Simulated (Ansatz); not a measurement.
# B2As: the cost of one run

Computed with Ansatz 0.2.0 (DFT PBE, scalar-relativistic, plane waves, PAW, unless a step's input says otherwise).

2 further runs of the same task are left out: 1 that didn't finish, 1 set aside as unsound or not needed.

### Step 1. Starting point

It takes space group C2/c (No. 15, monoclinic). Conventional cell: a = 4.615 Å, b = 4.792 Å, c = 5.301 Å, α = 90.00°, β = 99.08°, γ = 90.00°. B (site symmetry 1) has 1 B at 1.77 Å as nearest neighbours. As (site symmetry -1) has 6 B at 2.04 to 2.11 Å as nearest neighbours.

Coordinates:

```cif
data_structure
_symmetry_space_group_name_H-M 'P 1'
_symmetry_Int_Tables_number 1
_cell_length_a 3.3262
_cell_length_b 3.3262
_cell_length_c 5.3006
_cell_angle_alpha 96.286
_cell_angle_beta 96.286
_cell_angle_gamma 92.157
_cell_volume 57.87
loop_
_atom_site_label
_atom_site_type_symbol
_atom_site_fract_x
_atom_site_fract_y
_atom_site_fract_z
_atom_site_occupancy
B1 B 0.15843 0.45266 0.37806 1
B2 B 0.54734 0.84157 0.12194 1
B3 B 0.84157 0.54734 0.62194 1
B4 B 0.45266 0.15843 0.87806 1
As1 As 0.00000 0.50000 0.00000 1
As2 As 0.50000 0.00000 0.50000 1
```

The cell is invented: 4-, 6-connected net, elements by coordination (C2/c, No. 15). Its size is a rough estimate.

### Step 2. Probe: one point on a coarse mesh

Contents of input.yaml:

```yaml
crystal:
  lattice:
    - [2.30730881, -2.39584661, 0.0]
    - [2.30730881, 2.39584661, 0.0]
    - [-0.83667278, 0.0, 5.23412514]
  atoms:
    - { symbol: B, position: [0.15842726, 0.45266456, 0.37805889] }
    - { symbol: B, position: [0.54733544, 0.84157274, 0.12194111] }
    - { symbol: B, position: [0.84157274, 0.54733544, 0.62194111] }
    - { symbol: B, position: [0.45266456, 0.15842726, 0.87805889] }
    - { symbol: As, position: [0.0, 0.5, 0.0] }
    - { symbol: As, position: [0.5, 0.0, 0.5] }
basis:
  ecutwfc: 420
kpoints:
  mp_grid: { grid: [6, 6, 4] }
hamiltonian:
  xc: pbe
scf:
  occupations: { method: gaussian, width: 0.1 }
  lower_state_search: "off"
output:
  forces: true
  stress: true
  eigenvalues: true
```

Started as:

```console
$ ansatz run input.yaml --threads 1 --pin off --max-ram 2560MiB --backend cpu --events-out ev --progress --plain --runs-dir out
```

**Question.** How long does this run take on 1 thread of Arm Neoverse V1, shared host, and how much memory does it need?

About 4 s, with a peak of 0.34 GiB.
